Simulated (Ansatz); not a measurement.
**U-revPBE/STO-3G run of BSiH4 (SMILES B[SiH2])**

What is the electronic atomisation energy of BSiH4 at U-revPBE/STO-3G? 

Program for the calculation: Ansatz 0.2.0.

43 further runs of the same task are left out: 43 set aside as unsound or not needed.

### Step 1. The molecule

BSiH4 has 6 atoms, charge 0, and is taken as a doublet. As SMILES, `B[SiH2]`. The coordinates come from a GFN2-xTB relaxation.

Bond lengths: B1–Si2 1.878 Å, B1–H3 1.178 Å, B1–H4 1.178 Å, Si2–H5 1.473 Å, Si2–H6 1.473 Å. Angles: B1–Si2–H5 129.0°, B1–Si2–H6 128.8°, Si2–B1–H3 121.2°, Si2–B1–H4 121.3°, H5–Si2–H6 102.3°, H3–B1–H4 117.5°.

### Step 2. The energy at U-revPBE/STO-3G

in.yaml reads:

```yaml
crystal:
  periodic: [false, false, false]
  atoms:
    - {symbol: B, position_ang: [-0.003690, -1.037180, 0.114670]}
    - {symbol: Si, position_ang: [0.004430, 0.829590, -0.091960]}
    - {symbol: H, position_ang: [-0.730970, -1.564260, 0.876300]}
    - {symbol: H, position_ang: [0.717450, -1.725110, -0.512520]}
    - {symbol: H, position_ang: [0.828120, 1.658960, -0.988060]}
    - {symbol: H, position_ang: [-0.815330, 1.838000, 0.601560]}
basis:
  gaussian:
    orbitals: STO-3G
magnetization:
  spin_polarized: true
  initial_magnetization: 1
hamiltonian:
  xc: {name: revPBE}
accuracy: high
```

Started as:

```sh
$ ansatz run in.yaml --threads 1 --pin off --max-ram 2610MiB --events-out events.jsonl --progress --plain --runs-dir runs
```

The program printed:

```text
Warning: RAYON_NUM_THREADS=1 ignored (pool sized by the plan → 1); use --threads N
Functional definition: revPBE
  name "revPBE"
  parameter kappa = 1.245
  parameter beta = 0.06672455060314922
  exchange = pbe_x(kappa = kappa, mu = beta*pi^2/3)
  correlation = pbe_c(beta = beta)
310 factors; integrals over basis functions are off by at most 2.6e-8 eV
mean field evaluation 1: about -8513.1541 eV, gradient 1.4e1 eV
mean field evaluation 2: about -8512.4244 eV, gradient 1.6e1 eV
mean field evaluation 4: about -8514.9245 eV, gradient 6.5e-1 eV
mean field evaluation 8: about -8514.8573 eV, gradient 2.4e-3 eV
mean field evaluation 16: about -8514.8573 eV, gradient 6.8e-8 eV
mean field -8514.85729092 eV, -312.9152338636 hartree, gradient 6.8e-8 eV, S^2 0.752069; 0 other end points of the search recorded, 0 dependent functions left out
reference -8514.85729330 eV, -312.9152339513 hartree; 12, 11 occupied and 6, 7 virtual orbitals, 310 factors
Total energy: -8514.85729330 eV, -312.9152339513 hartree
```

Run time: 3 s. Hardware: 1 thread of Intel Xeon Platinum 8259CL at 2.50GHz (Skylake/Cascade Lake), shared host; peak memory 0.15 GiB.

### Step 3. The B atom

job.yaml reads:

```yaml
basis:
  gaussian:
    orbitals: STO-3G
crystal:
  periodic: [false, false, false]
  atoms:
    - {symbol: B, position_ang: [0.000000, 0.000000, 0.000000]}
magnetization:
  spin_polarized: true
  initial_magnetization: 1
hamiltonian:
  xc: {name: revPBE}
accuracy: high
```

Run the same way, it converges to -24.26814 Eh (log not shown).

### Step 4. The H atom

in.yaml reads:

```yaml
crystal:
  periodic: [false, false, false]
  atoms:
    - {symbol: H, position_ang: [0.000000, 0.000000, 0.000000]}
basis:
  gaussian: {orbitals: STO-3G}
magnetization: {spin_polarized: true, initial_magnetization: 1}
hamiltonian: {xc: {name: revPBE}}
accuracy: high
```

Run the same way, it converges to -0.47010 Eh (log not shown).

### Step 5. The Si atom, same level

run.yaml reads:

```yaml
crystal:
  periodic: [false, false, false]
  atoms:
    - symbol: Si
      position_ang: [0.000000, 0.000000, 0.000000]
basis:
  gaussian:
    orbitals: STO-3G
magnetization:
  spin_polarized: true
  initial_magnetization: 2
accuracy: high
hamiltonian:
  xc: {name: revPBE}
```

Run the same way, it converges to -285.87250 Eh (log not shown).

### Step 6. Results

Level: U-revPBE/STO-3G.

| quantity | value |
| --- | --- |
| molecule: total energy | -312.91523 Eh |
| molecule: ⟨S²⟩ | 0.752 |
| B atom: total energy | -24.26814 Eh |
| B atom: ⟨S²⟩ | 0.750 |
| H atom: total energy | -0.47010 Eh |
| H atom: ⟨S²⟩ | 0.750 |
| Si atom: total energy | -285.87250 Eh |
| Si atom: ⟨S²⟩ | 2.000 |
| electronic atomisation energy | 24.332 eV |

What this shows: Taking the molecule apart into free atoms costs 24.33 eV (2348 kJ/mol), before zero-point energy and without spin-orbit coupling. In a minimal basis such a difference can be off by several eV, whatever the method.
